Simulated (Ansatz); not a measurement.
**GeNH₄ (quartet): from Hartree-Fock to the top rungs at distance Ge1–H5 along a hydrogen transfer = 1.633 Å, cc-pVDZ**

An exercise on one series of results from a longer session: the logs are not shown, and one member is left open.

Program: Ansatz 0.2.0, Gaussian basis. Level of theory: cc-pVDZ, core rule «outside noble gas», up to 15 orbitals frozen. These are calculated values, not measurements.

To be run: UHF; CCSD(T) on ROHF; CCSD(T) on UHF; BCCD(T) on ROHF; CISD; CCSDT(Q) on ROHF; CCSDT(Q) on UHF; CASSCF and MRCISD+Q, 5 electrons in 5 orbitals; CASSCF and NEVPT2, 5 electrons in 5 orbitals.

10 further runs of the same task are left out: 1 for a mislabelled method, 7 that didn't finish, 2 set aside as unsound or not needed.

## What is computed

The geometry derives from fragments relaxed apart (PBE0/def2-TZVP) and kept rigid, so it is no stationary point. A hydrogen atom is moved between rigid fragments. No spin-orbit coupling is included. The filled d shell of Ge may be among the frozen orbitals whatever the setting's name suggests; the logs give the count.

6 atoms, charge 0, spin multiplicity 4.

Atoms are counted from 1 here; the program's logs count them from 0.

Bond lengths: Ge1–H2 1.534 Å, Ge1–H3 1.534 Å, Ge1–H4 1.534 Å, Ge1–H5 1.633 Å. Angles: H2–Ge1–H3 109.5°, H2–Ge1–H4 109.5°, H2–Ge1–H5 109.5°, H3–Ge1–H4 109.5°, H3–Ge1–H5 109.5°, H4–Ge1–H5 109.5°.

Set-up of the first run:

File in.yaml:

```yaml
crystal:
  periodic: [false, false, false]
  atoms:
    - {symbol: Ge, position_ang: [-0.505118, 0.000000, 0.000000]}
    - {symbol: H, position_ang: [-1.016568, 1.446599, 0.000000]}
    - {symbol: H, position_ang: [-1.016567, -0.723300, 1.252792]}
    - {symbol: H, position_ang: [-1.016568, -0.723299, -1.252792]}
    - {symbol: H, position_ang: [1.127882, 0.000000, 0.000000]}
    - {symbol: N, position_ang: [2.757882, 0.000000, 0.000000]}
basis:
  gaussian: {orbitals: cc-pVDZ}
magnetization: {spin_polarized: true, initial_magnetization: 3}
hamiltonian: {xc: hf}
output: {orbitals: {seedname: orbitals}}
```

On the command line:

```
$ ansatz run in.yaml --threads 1 --pin off --events-out ev --progress --plain --max-ram 2393MiB
```

Among the steps run: UHF; CCSD(T) on ROHF; CCSD(T) on UHF; BCCD(T) on ROHF; CISD; CCSDT(Q) on ROHF; CCSDT(Q) on UHF; CASSCF and MRCISD+Q, 5 electrons in 5 orbitals; CASSCF and NEVPT2, 5 electrons in 5 orbitals.

One table of the session follows, with a row left open; its other results are not shown here.

| method | from UCCSDT(Q) (kcal/mol) |
| --- | --- |
| ROHF | +155.18 |
| UHF | +152.15 |
| RMP2 | +32.85 |
| UMP2 | +32.25 |
| CISD | +14.70 |
| RCCSD | +3.17 |
| UCCSD | +3.11 |
| RCCSD(T) | +0.69 |
| UCCSD(T) | +0.65 |
| BCCD(T) | +0.69 |
| RCCSDT | +0.14 |
| UCCSDT | ? |
| RCCSDT(Q) | +0.05 |
| UCCSDT(Q) | 0 |
| CASSCF pair | +144.69 |
| NEVPT2 pair | +31.65 |

Q: Estimate the row for UCCSDT from the others.

As computed: from UCCSDT(Q) (kcal/mol): +0.09. In the column «from UCCSDT(Q) (kcal/mol)» it lies between RCCSDT(Q) (+0.05) and RCCSDT (+0.14).

Not comparable, so not listed: CASSCF and MRCISD+Q, 5 electrons in 5 orbitals (they don't share determinant, frozen orbitals or solution with the rows shown, or repeat one).

Caveats from the session: Restricted and unrestricted rows rest on different reference determinants; where their highest levels disagree by more than a few hundredths of an eV, they describe different states and don't form one ladder. Warnings in the runs' records: passed over end.
